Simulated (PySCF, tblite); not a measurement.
**C7H10OSSi: geometry, infrared bands and NMR shifts**

Aim: predict the infrared bands and NMR shifts of C7H10OSSi (`C=C1C=C(O[SiH3])/C1=C\SC`).

The runs use tblite 0.8.0 and PySCF 2.14.0, with density-fitted response routines of our own; the level of theory stands in each step. All values are computed, except where a source is named. Atoms count from 0, in the outputs and in this text.

**1. The molecule as given**

20 atoms, charge 0, multiplicity 1; geometry from: force field or distance geometry start.

Bonds of the start (Å): C0–C1 1.32, C1–C2 1.43, C2–C3 1.35, C3–O4 1.29, O4–Si5 1.66, C3–C6 1.45, C6–C7 1.35, C7–S8 1.73, S8–C9 1.80, C6–C1 1.43, C0–H10 1.08, C0–H11 1.10, C2–H12 1.10, Si5–H13 1.49, Si5–H14 1.49, Si5–H15 1.47, C7–H16 1.08, C9–H17 1.10, C9–H18 1.10, C9–H19 1.09.

**2. Geometry optimisation with GFN2-xTB**

Job settings and geometry (Å):

```
{"job": {"kind": "relax", "xc": "GFN2-xTB", "basis": "xTB"}, "charge": 0, "multiplicity": 1}
C     -1.740800     2.522400    -0.214200
C     -1.392600     1.248600    -0.191400
C     -2.072400    -0.003300    -0.298000
C     -0.934900    -0.708100    -0.156100
O     -0.521100    -1.926700    -0.099800
Si    -1.550200    -3.216700    -0.277900
C     -0.174300     0.518200    -0.022400
C      1.110100     0.867500     0.175200
S      2.398900    -0.280400     0.339700
C      3.790500     0.840400     0.562400
H     -1.017700     3.311200    -0.096700
H     -2.791700     2.797100    -0.356800
H     -3.131400    -0.247600    -0.445600
H     -0.780300    -4.488900    -0.188700
H     -2.580500    -3.190300     0.796600
H     -2.236400    -3.159800    -1.579500
H      1.341000     1.923800     0.225000
H      4.708300     0.250300     0.680400
H      3.655200     1.463100     1.455100
H      3.915100     1.489700    -0.310300
```

The run is started by

```console
OMP_NUM_THREADS=1 python probes_run.py task.json out
```

This one command runs all jobs of the session in turn.

**Question.** This job is followed by: GFN2-xTB harmonic vibrations, gas phase; GIAO PBE0/pcSseg-1 NMR shielding, non-relativistic, gas phase. What will the session give for the following? strongest single infrared mode (GFN2-xTB); zero-point energy (GFN2-xTB); ¹³C shifts against TMS (PBE0/pcSseg-1); ¹H shifts against TMS (PBE0/pcSseg-1, means over atoms taken as alike); ¹⁷O shifts against H2O (PBE0/pcSseg-1); ²⁹Si shifts against TMS (PBE0/pcSseg-1); ³³S shifts against CS2 (PBE0/pcSseg-1).

The runs gave:

| quantity | value |
| --- | --- |
| strongest single infrared mode (GFN2-xTB) | 1604 cm⁻¹, 523 km/mol |
| zero-point energy (GFN2-xTB) | 88.3 kcal/mol |
| ¹³C shifts against TMS (PBE0/pcSseg-1) | 170.6, 148.5, 140.6, 123.3, 119.3, 93.9, 22.3 ppm |
| ¹H shifts against TMS (PBE0/pcSseg-1, means over atoms taken as alike) | 5.95, 5.47, 5.08, 4.76, 4.75, 2.26 ppm |
| ¹⁷O shifts against H2O (PBE0/pcSseg-1) | 112.0 ppm |
| ²⁹Si shifts against TMS (PBE0/pcSseg-1) | -38.0 ppm |
| ³³S shifts against CS2 (PBE0/pcSseg-1) | 1 ppm |

The optimisation took 74 steps and gained 0.348 eV; among the close pairs (by a distance rule), C1–C6 changed most, from 1.430 to 1.495 Å. No mode is imaginary among the 54: a minimum at this level. The strongest single mode, at 1604 cm⁻¹, moves mainly C3. Unscaled tight-binding wavenumbers are off by several per cent, some by more. Its intensities can rank the bands wrongly. The most deshielded hydrogen is H12 (hydrogen on a β carbon of an enol-ether or enamine type C=C), at 5.95 ppm: olefinic region. At PBE0/pcSseg-1: Shielding is most anisotropic at S8 (span 350 ppm, paramagnetic term -557 ppm).
